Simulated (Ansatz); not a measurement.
**C2H5Si2 radical: one species, many methods**

The task here is to estimate one member of a computed series from the others.

The runs use Ansatz 0.2.0, Gaussian basis; functionals in def2-TZVPP, the program's frozen cores in correlated methods.

Plan: LDA (SPW92), PBE-D4, revPBE-D4, BLYP-D4, r2SCAN-D4, B97M-V, PBE0-D4, B3LYP-D4, r2SCANh-D4, r2SCAN0-D4, HSE06-D4, BHLYP-D4, CAM-B3LYP-D4, LC-ωPBE, ωB97X-V, ωB97M-V, B2PLYP, PBE-QIDH; CCSD(T)/def2-SVP; CCSD(T)/def2-TZVPP; MP2/def2-QZVPP; extrapolation to the limit; RPA on PBE.

## Structure used throughout

All runs share one geometry, relaxed beforehand with PBE0-D4 in a triple-zeta def2 set.

9 atoms, charge 0, spin multiplicity 2.

Atoms are counted from 1 here; the program's logs count them from 0.

Bond lengths: Si1–C2 1.802 Å, Si1–H5 1.483 Å, Si1–H6 1.483 Å, C2–C3 1.219 Å, C3–Si4 1.824 Å, Si4–H7 1.484 Å, Si4–H8 1.483 Å, Si4–H9 1.483 Å. Angles: C2–Si1–H5 111.6°, C2–Si1–H6 111.6°, H5–Si1–H6 112.7°, Si1–C2–C3 174.7°, C2–C3–Si4 179.2°, C3–Si4–H7 109.4°, C3–Si4–H8 109.1°, C3–Si4–H9 109.1°, H7–Si4–H8 109.7°, H7–Si4–H9 109.7°, H8–Si4–H9 109.8°.

Set-up of the first run:

Contents of in.yaml:

```yaml
crystal:
  periodic: [false, false, false]
  atoms:
    - {symbol: Si, position_ang: [-0.083334, 2.376443, -1.321890]}
    - {symbol: C, position_ang: [-0.023141, 0.801352, -0.449030]}
    - {symbol: C, position_ang: [0.126939, -0.244298, 0.159735]}
    - {symbol: Si, position_ang: [0.325700, -1.814471, 1.066476]}
    - {symbol: H, position_ang: [-0.415544, 2.194363, -2.755930]}
    - {symbol: H, position_ang: [-0.980937, 3.343244, -0.643963]}
    - {symbol: H, position_ang: [-0.967822, -2.540701, 1.082689]}
    - {symbol: H, position_ang: [1.354248, -2.640364, 0.388110]}
    - {symbol: H, position_ang: [0.752392, -1.521868, 2.456602]}
basis:
  gaussian: {orbitals: def2-TZVPP}
magnetization: {spin_polarized: true, initial_magnetization: 1}
hamiltonian: {xc: lda}
output: {orbitals: {seedname: orbitals}}
```

Among the steps run: LDA; PBE-D4 (GGA); revPBE-D4 (GGA); BLYP-D4 (GGA); r2SCAN-D4 (meta-GGA); B97M-V (meta-GGA); PBE0-D4 (hybrid); B3LYP-D4 (hybrid); r2SCANh-D4 (hybrid); r2SCAN0-D4 (hybrid); HSE06-D4 (hybrid); BHLYP-D4 (hybrid); CAM-B3LYP-D4 (range-separated); LC-ωPBE-D4 (range-separated; the results give it without D4); ωB97X-V (range-separated); ωB97M-V (range-separated); B2PLYP (double hybrid); PBE-QIDH (double hybrid).

One of the session's tables, all rows but one given; the rest of the session is left out.

It belongs to the step «Frontier levels by functional». 

```
  functional  HOMO (eV)  LUMO (eV)  gap (eV)
 LDA (SPW92)      -5.17      -4.13      1.04
      PBE-D4      -5.19      -3.71      1.48
   revPBE-D4      -5.18      -3.57      1.60
     BLYP-D4      -4.95      -3.69      1.26
   r2SCAN-D4      -5.53      -3.29      2.24
      B97M-V      -5.30      -3.85      1.45
     PBE0-D4      -6.23      -2.81      3.42
    B3LYP-D4      -5.93      -3.16      2.77
  r2SCANh-D4      -5.90      -2.99      2.91
  r2SCAN0-D4      -6.48      -2.54      3.93
    HSE06-D4      -5.84      -3.19      2.64
    BHLYP-D4      -7.05      -1.98      5.08
CAM-B3LYP-D4          ?          ?         ?
     LC-ωPBE      -8.78      -0.54      8.23
     ωB97X-V      -8.25      -1.04      7.20
     ωB97M-V      -7.92      -1.18      6.75
```

**Question.** Estimate the row for CAM-B3LYP-D4.

The run gave: HOMO (eV): -7.35; LUMO (eV): -1.90; gap (eV): 5.45. In the column «HOMO (eV)» it lies between ωB97M-V (-7.92) and BHLYP-D4 (-7.05).
